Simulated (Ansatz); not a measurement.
# CH2FNSSi: a ladder of functionals and wavefunction methods

An exercise on one series of results from a longer session: the logs are not shown, and one member is left open.

Program: Ansatz 0.2.0, Gaussian basis. Level of theory: functionals in def2-TZVPP, the program's frozen cores in correlated methods. These are calculated values, not measurements.

The runs, in order: LDA (SPW92), PBE-D4, revPBE-D4, BLYP-D4, r2SCAN-D4, B97M-V, PBE0-D4, B3LYP-D4, r2SCANh-D4, r2SCAN0-D4, HSE06-D4, BHLYP-D4, CAM-B3LYP-D4, LC-ωPBE, ωB97X-V, ωB97M-V, B2PLYP, PBE-QIDH; CCSD(T)/def2-SVP; CCSD(T)/def2-TZVPP; MP2/def2-QZVPP; extrapolation to the limit; RPA on PBE.

## Structure used throughout

All runs share one geometry, relaxed beforehand with PBE0-D4 in a triple-zeta def2 set.

SMILES `FC1=N[SiH2]S1`, 7 atoms, charge 0, spin multiplicity 1.

Atoms are counted from 1 here; the program's logs count them from 0.

Bond lengths: F1–C2 1.316 Å, C2–N3 1.264 Å, C2–S5 1.779 Å, N3–Si4 1.755 Å, Si4–S5 2.172 Å, Si4–H6 1.478 Å, Si4–H7 1.478 Å. Angles: F1–C2–N3 124.1°, F1–C2–S5 117.1°, N3–C2–S5 118.7°, C2–N3–Si4 91.5°, N3–Si4–S5 83.4°, N3–Si4–H6 115.0°, N3–Si4–H7 115.0°, S5–Si4–H6 114.2°, S5–Si4–H7 114.2°, H6–Si4–H7 112.3°, C2–S5–Si4 66.4°.

Set-up of the first run:

Input file in.yaml:

```yaml
crystal:
  periodic: [false, false, false]
  atoms:
    - {symbol: F, position_ang: [1.147843, -1.939251, 1.137064]}
    - {symbol: C, position_ang: [0.551132, -0.929913, 0.538646]}
    - {symbol: N, position_ang: [-0.672253, -0.915863, 0.221445]}
    - {symbol: Si, position_ang: [-0.525179, 0.696602, -0.454879]}
    - {symbol: S, position_ang: [1.547917, 0.494453, 0.161709]}
    - {symbol: H, position_ang: [-1.272101, 1.746831, 0.268206]}
    - {symbol: H, position_ang: [-0.716259, 0.779139, -1.917890]}
basis:
  gaussian: {orbitals: def2-TZVPP}
hamiltonian: {xc: lda}
output: {orbitals: {seedname: orbitals}}
```

Among the steps run: LDA; PBE-D4 (GGA); revPBE-D4 (GGA); BLYP-D4 (GGA); r2SCAN-D4 (meta-GGA); B97M-V (meta-GGA); PBE0-D4 (hybrid); B3LYP-D4 (hybrid); r2SCANh-D4 (hybrid); r2SCAN0-D4 (hybrid); HSE06-D4 (hybrid); BHLYP-D4 (hybrid); CAM-B3LYP-D4 (range-separated); LC-ωPBE (range-separated); ωB97X-V (range-separated); ωB97M-V (range-separated); B2PLYP (double hybrid); PBE-QIDH (double hybrid).

One table of the session follows, with a row left open; its other results are not shown here.

It belongs to the step «Frontier levels by functional». 

| functional | HOMO (eV) | gap (eV) |
| --- | --- | --- |
| LDA (SPW92) | -6.79 | 4.86 |
| PBE-D4 | -6.63 | 4.93 |
| revPBE-D4 | -6.56 | 4.97 |
| BLYP-D4 | -6.45 | 4.90 |
| r2SCAN-D4 | -6.90 | 5.49 |
| B97M-V | -6.97 | 5.50 |
| PBE0-D4 | -7.83 | 7.03 |
| B3LYP-D4 | -7.58 | 6.57 |
| r2SCANh-D4 | -7.34 | 6.25 |
| r2SCAN0-D4 | -8.01 | 7.39 |
| HSE06-D4 | ? | ? |
| BHLYP-D4 | -8.88 | 9.03 |
| CAM-B3LYP-D4 | -9.12 | 9.38 |
| LC-ωPBE | -10.51 | 11.94 |
| ωB97X-V | -10.13 | 11.45 |
| ωB97M-V | -9.97 | 11.02 |

Estimate the missing values for HSE06-D4.

The run gave: HOMO (eV): -7.43; gap (eV): 6.26. In the column «HOMO (eV)» it lies between B3LYP-D4 (-7.58) and r2SCANh-D4 (-7.34).
